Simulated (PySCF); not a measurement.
# C₅H₈FNSi: electronic excitations

Aim: predict the electronic excitations of C₅H₈FNSi (`N#C[C@]1(F)CCC[SiH2]1`).

Computed with PySCF 2.14.0, with density-fitted response routines of our own, on a single molecule in the gas phase. Atoms count from 0, in the outputs and in this text.

## (1) Starting geometry

16 atoms, charge 0, multiplicity 1; geometry from: GFN2-xTB.

Bonds of the start (Å): N0–C1 1.14, C1–C2 1.43, C2–F3 1.40, C2–C4 1.53, C4–C5 1.53, C5–C6 1.53, C6–Si7 1.91, Si7–C2 1.95, C4–H8 1.09, C4–H9 1.09, C5–H10 1.09, C5–H11 1.09, C6–H12 1.09, C6–H13 1.09, Si7–H14 1.46, Si7–H15 1.46.

## (2) Excited states and response: CAM-B3LYP/def2-SVPD

What the job is given:

```
{"job": {"kind": "uv", "xc": "CAM-B3LYP", "basis": "def2-SVPD", "nstates": 8, "ntriplets": 3}, "charge": 0, "multiplicity": 1}
N      3.416907     0.708583     0.182535
C      2.380906     0.235634     0.301025
C      1.051814    -0.279106     0.446624
F      1.074153    -1.376866     1.316120
C      0.452205    -0.717303    -0.892449
C     -1.065817    -0.759085    -0.737718
C     -1.525088     0.575824    -0.139124
Si    -0.214155     1.016887     1.171714
H      0.734113     0.014628    -1.653119
H      0.852853    -1.690880    -1.182288
H     -1.544586    -0.950722    -1.699383
H     -1.328646    -1.574230    -0.060506
H     -1.553942     1.337508    -0.920737
H     -2.535143     0.494383     0.257767
H      0.319359     2.371940     1.062018
H     -0.522531     0.601750     2.536109
```

With the program's defaults for keys left out, this is: TDDFT CAM-B3LYP/def2-SVPD, vertical, gas phase, core orbitals frozen in the response.

Run with:

```sh
$ OMP_NUM_THREADS=1 python probes_run.py task.json out
```

This one command runs all jobs of the session in turn.

Predict these results of the whole session: lowest singlet (CAM-B3LYP/def2-SVPD); brightest single state of those computed; lowest triplet.

**Answer**, as computed:

```
                                quantity                        value
    lowest singlet (CAM-B3LYP/def2-SVPD)  6.47 eV (191 nm), f = 0.008
brightest single state of those computed  state 3, 7.76 eV, f = 0.043
                          lowest triplet                      5.92 eV
```

The first singlet state (HOMO→LUMO 0.64, HOMO→LUMO+2 0.20) lies at 6.47 eV and is weak; of the 8 states computed, the strongest absorption comes from state 3 at 7.76 eV. The lowest triplet lies 0.55 eV below the lowest singlet (triplets in Tamm-Dancoff, singlets in full TDDFT).
